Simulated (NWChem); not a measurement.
# CH2BNO (SMILES BN=C=O): PBE0/6-31G(d,p) (spherical functions)

Aim: a structure relaxation of CH2BNO. 

The calculation is run with NWChem 7.3.0.

1 further run of the same task is left out (it didn't finish).

### Step 1. The structure to begin with

The species is CH2BNO (6 atoms), meant as a singlet with charge 0. As SMILES, `BN=C=O`. Geometry: relaxed at PBE0-D4/def2-TZVP. The run starts from this shape.

Bond lengths: B1–N2 1.404 Å, N2–C3 1.196 Å, C3–O4 1.162 Å, B1–H5 1.195 Å, B1–H6 1.193 Å. Angles: B1–N2–C3 159.7°, N2–C3–O4 176.4°, N2–B1–H5 119.2°, N2–B1–H6 118.7°, H5–B1–H6 122.1°.

### Step 2. A structure relaxation at PBE0/6-31G(d,p) (spherical functions)

Contents of nw.nw:

```
echo
START nw
TITLE "CH2BNO"
memory 2200 mb
charge 0

GEOMETRY units angstrom
   B    -0.470000    0.955400   -0.144700
   N     0.227000   -0.197800    0.250100
   C     0.668900   -1.308900    0.214400
   O     1.129200   -2.375400    0.245600
   H    -1.048600    0.958600   -1.190700
   H    -0.464500    1.904100    0.579200
END

BASIS spherical bse
   * library 6-31G**
END

DFT
   xc pbe0
   grid fine
   convergence energy 1e-08
   maxiter 100
   mulliken
   print low
END

DRIVER
   tight
   maxiter 40
END

TASK dft optimize
```

On the command line:

```
nwchem nw.nw > nw.out
```

What values should one expect? Wanted: total energy at the end.

**Answer.** As computed:

Level: PBE0/6-31G** (spherical functions).

```
               quantity          value
total energy at the end  -193.92587 Eh
```

What this shows: At the final geometry: Bond lengths: B1–N2 1.402 Å, N2–C3 1.198 Å, C3–O4 1.173 Å, B1–H5 1.196 Å, B1–H6 1.196 Å. Angles: B1–N2–C3 180.0°, N2–C3–O4 180.0°, N2–B1–H5 119.0°, N2–B1–H6 119.0°, H5–B1–H6 122.0°. The optimisation took 24 steps and changed the energy by -0.010 eV.
